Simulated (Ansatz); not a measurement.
# Cl3H3OSn: the cost of one run

All numbers below are computed with Ansatz 0.2.0 (RKS PBE0/def2-SVP).

### Step 1. Starting point

Bond lengths: Sn1–O2 2.310 Å, O2–H3 1.010 Å, Sn1–H4 1.740 Å, Sn1–Cl5 2.408 Å, Sn1–Cl6 2.408 Å, Sn1–Cl7 2.710 Å. Angles: Sn1–O2–H3 109.5°, O2–Sn1–H4 109.4°, O2–Sn1–Cl5 109.5°, O2–Sn1–Cl6 109.5°, O2–Sn1–Cl7 71.6°, H4–Sn1–Cl5 109.5°, H4–Sn1–Cl6 109.5°, H4–Sn1–Cl7 75.8°, Cl5–Sn1–Cl6 109.5°, Cl5–Sn1–Cl7 173.4°, Cl6–Sn1–Cl7 64.4°.

Coordinates:

```xyz
8

Sn    0.0000    0.0000    0.0000
O     0.0000    0.0000    2.3100
H    -0.9095   -0.2814    2.6471
H     1.6408    0.0000   -0.5794
Cl   -1.1351    1.9666   -0.8025
Cl   -1.1351   -1.9666   -0.8025
Cl    1.0084   -2.3658    0.8545
H     0.5236   -1.2283    2.0705
```

### Step 2. Pulling towards end A

Springs on the bonds that form and break draw the guess towards this end; the thresholds are loose.

input.yaml

```yaml
crystal:
  periodic: [false, false, false]
  atoms:
    - { symbol: Sn, position_ang: [0.0, 0.0, 0.0] }
    - { symbol: O, position_ang: [0.0, 0.0, 2.31] }
    - { symbol: H, position_ang: [-0.9095, -0.2814, 2.6471] }
    - { symbol: H, position_ang: [1.6408, 0.0, -0.5794] }
    - { symbol: Cl, position_ang: [-1.1351, 1.9666, -0.8025] }
    - { symbol: Cl, position_ang: [-1.1351, -1.9666, -0.8025] }
    - { symbol: Cl, position_ang: [1.0084, -2.3658, 0.8545] }
    - { symbol: H, position_ang: [0.5236, -1.2283, 2.0705] }
basis:
  gaussian: { orbitals: def2-SVP }
hamiltonian:
  xc: pbe0
relax:
  f_tol: 0.15
  max_steps: 25
  restrain:
    - { distance: [0, 6], at: 3.61, k: 30.0 }
    - { distance: [7, 1], at: 2.21, k: 30.0 }
    - { distance: [0, 1], at: 1.96, k: 30.0 }
    - { distance: [7, 6], at: 1.37, k: 30.0 }
```

On the command line:

```sh
$ ansatz run input.yaml --threads 4 --pin off --max-ram 5120MiB --backend cpu --events-out ev --progress --plain --runs-dir out
```

Q: Estimate wall time and peak memory on 4 threads of Intel Xeon Platinum 8488C (Sapphire Rapids), shared host.

About 20 s, with a peak of 0.32 GiB.
